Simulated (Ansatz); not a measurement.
**FH₄OSi₂ radical: basis-set convergence**

The task here is to estimate one member of a computed series from the others.

Computed with Ansatz 0.2.0, Gaussian basis. Level: one geometry, several basis sets.

Plan: PBE0-D4/def2-SVP; ωB97M-V/def2-SVP; PBE0-D4/def2-QZVPP; ωB97M-V/def2-QZVPP; the functionals' def2-TZVPP values are taken from earlier runs.

## The geometry

The geometry comes from an earlier relaxation with PBE0-D4 in a triple-zeta def2 set; it is a stationary point, not always the lowest conformer.

SMILES `O[SiH](F)[SiH2]`, 8 atoms, charge 0, spin multiplicity 2.

Atoms are counted from 1 here; the program's logs count them from 0.

Bond lengths: O1–Si2 1.636 Å, O1–H5 0.958 Å, Si2–F3 1.601 Å, Si2–Si4 2.333 Å, Si2–H6 1.478 Å, Si4–H7 1.488 Å, Si4–H8 1.489 Å. Angles: Si2–O1–H5 118.7°, O1–Si2–F3 110.0°, O1–Si2–Si4 114.9°, O1–Si2–H6 105.0°, F3–Si2–Si4 105.6°, F3–Si2–H6 108.1°, Si4–Si2–H6 113.1°, Si2–Si4–H7 114.6°, Si2–Si4–H8 115.0°, H7–Si4–H8 110.3°.

Set-up of the first run:

File in.yaml:

```yaml
crystal:
  periodic: [false, false, false]
  atoms:
    - {symbol: O, position_ang: [0.842025, 0.494730, -1.543284]}
    - {symbol: Si, position_ang: [0.827363, 0.317161, 0.082773]}
    - {symbol: F, position_ang: [0.813598, 1.754130, 0.789231]}
    - {symbol: Si, position_ang: [-1.026233, -0.817764, 0.930775]}
    - {symbol: H, position_ang: [0.043287, 0.792839, -1.981304]}
    - {symbol: H, position_ang: [2.109823, -0.341676, 0.407203]}
    - {symbol: H, position_ang: [-1.209685, -2.192920, 0.392098]}
    - {symbol: H, position_ang: [-2.308079, -0.063599, 0.866808]}
basis:
  gaussian: {orbitals: def2-SVP}
magnetization: {spin_polarized: true, initial_magnetization: 1}
hamiltonian: {xc: pbe0, dispersion: d4}
output: {orbitals: {seedname: orbitals}}
```

The run is started by

```sh
$ ansatz run in.yaml --threads 4 --pin off --events-out ev --progress --plain --max-ram 10444MiB
```

Among the steps run: PBE0-D4 in def2-SVP; ωB97M-V in def2-SVP; PBE0-D4 in def2-QZVPP; ωB97M-V in def2-QZVPP.

One of the session's tables, all rows but one given; the rest of the session is left out.

It belongs to the step «Density functionals: the series». 

```
functional       basis  HOMO (eV)  LUMO (eV)
   PBE0-D4    def2-SVP      -6.42      -2.86
   PBE0-D4  def2-TZVPP      -6.44      -2.90
   PBE0-D4  def2-QZVPP      -6.46      -2.93
   ωB97M-V    def2-SVP          ?          ?
   ωB97M-V  def2-TZVPP      -8.16      -1.29
   ωB97M-V  def2-QZVPP      -8.18      -1.35
```

Estimate the missing values for ωB97M-V, def2-SVP.

The run gave: HOMO (eV): -8.11; LUMO (eV): -1.16. In the column «HOMO (eV)» it lies between ωB97M-V, def2-TZVPP (-8.16) and PBE0-D4, def2-QZVPP (-6.46).
